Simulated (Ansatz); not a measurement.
# InF₃: vertical ionisation energy

Aim: the vertical ionisation energy of InF₃, as cation minus neutral at the neutral's geometry, on several levels, and how well −ε(HOMO) stands in for it.

Computed with Ansatz 0.2.0, Gaussian basis. Level: unrestricted cation, the program's frozen cores in correlated methods.

Levels to be run: UKS PBE-D4/def2-TZVPP; UKS r2SCAN-D4/def2-TZVPP; UKS PBE0-D4/def2-TZVPP; UKS B3LYP-D4/def2-TZVPP; UKS wB97X-V/def2-TZVPP; UKS wB97M-V/def2-TZVPP; UKS B2PLYP/def2-TZVPP; UHF-CCSD(T)/def2-TZVPP; UHF-MP2/def2-QZVPP; extrapolation to the limit; then −ε(HOMO) from the neutral's earlier runs with LDA (SPW92), PBE-D4, revPBE-D4, BLYP-D4, r2SCAN-D4, B97M-V, PBE0-D4, B3LYP-D4, r2SCANh-D4, r2SCAN0-D4, HSE06-D4, BHLYP-D4, CAM-B3LYP-D4, LC-ωPBE, ωB97X-V, ωB97M-V.

## 1. The geometry

The geometry comes from an earlier relaxation with PBE0-D4/def2-TZVP; it is a stationary point. In takes the def2 core potential; no spin-orbit term is included.

SMILES `[F][In]([F])[F]`, 4 atoms, charge 0, spin multiplicity 1.

Atoms are counted from 1 here; the program's logs count them from 0.

Bond lengths: F1–In2 1.918 Å, In2–F3 1.918 Å, In2–F4 1.918 Å. Angles: F1–In2–F3 120.0°, F1–In2–F4 120.0°, F3–In2–F4 120.0°.

## 2. Cation, UKS PBE-D4/def2-TZVPP

Input file in.yaml:

```yaml
crystal:
  periodic: [false, false, false]
  atoms:
    - {symbol: F, position_ang: [-1.305657, -0.375485, 1.339823]}
    - {symbol: In, position_ang: [0.013932, -0.015074, -0.005127]}
    - {symbol: F, position_ang: [1.768078, -0.777134, 0.143748]}
    - {symbol: F, position_ang: [-0.420952, 1.107392, -1.498744]}
basis:
  gaussian: {orbitals: def2-TZVPP}
total_charge: 1
magnetization: {spin_polarized: true, initial_magnetization: 1}
hamiltonian: {xc: pbe, dispersion: d4}
```

Launch:

```console
$ ansatz run in.yaml --threads 2 --pin off --events-out ev --progress --plain --max-ram 32768MiB --backend cpu
```

Further steps of the session: Cation, UKS r2SCAN-D4/def2-TZVPP; Cation, UKS PBE0-D4/def2-TZVPP; Cation, UKS B3LYP-D4/def2-TZVPP; Cation, UKS wB97X-V/def2-TZVPP; Cation, UKS wB97M-V/def2-TZVPP; Cation, UKS B2PLYP (frozen core)/def2-TZVPP; Cation, UHF-CCSD(T)/def2-TZVPP; Cation, UHF-MP2/def2-QZVPP.

**Question.** What will the summary of the whole plan be? Wanted: ionisation energy, CCSD(T)/CBS; nearest functional by difference; nearest −ε(HOMO); −ε(HOMO) of PBE; T1 of the cation.

**Answer**, as computed:

| quantity | value |
| --- | --- |
| ionisation energy, CCSD(T)/CBS | 14.53 eV |
| nearest functional by difference | B2PLYP (-0.26 eV) |
| nearest −ε(HOMO) | LC-ωPBE (-0.56 eV) |
| −ε(HOMO) of PBE | 9.18 eV |
| T1 of the cation | 0.033 |

Energy differences with functionals land within 1.76 eV of the reference. The PBE orbital energy is 5.3 eV too small: a semilocal HOMO is no ionisation energy. Among orbital estimates LC-ωPBE comes nearest. Hartree-Fock falls 1.82 eV short, as the neutral has more correlation energy than the cation. The cation's T1 (from the report) is 0.033, near the customary mark of 0.045 for open shells, so the coupled-cluster value is less safe. The cation may have settled in a state other than its lowest; no search over hole states beyond the program's own was made. Correlated methods include outer-core shells of In, which these sets cover unevenly. With outer-core shells in play the last digit of the reference is unsure.
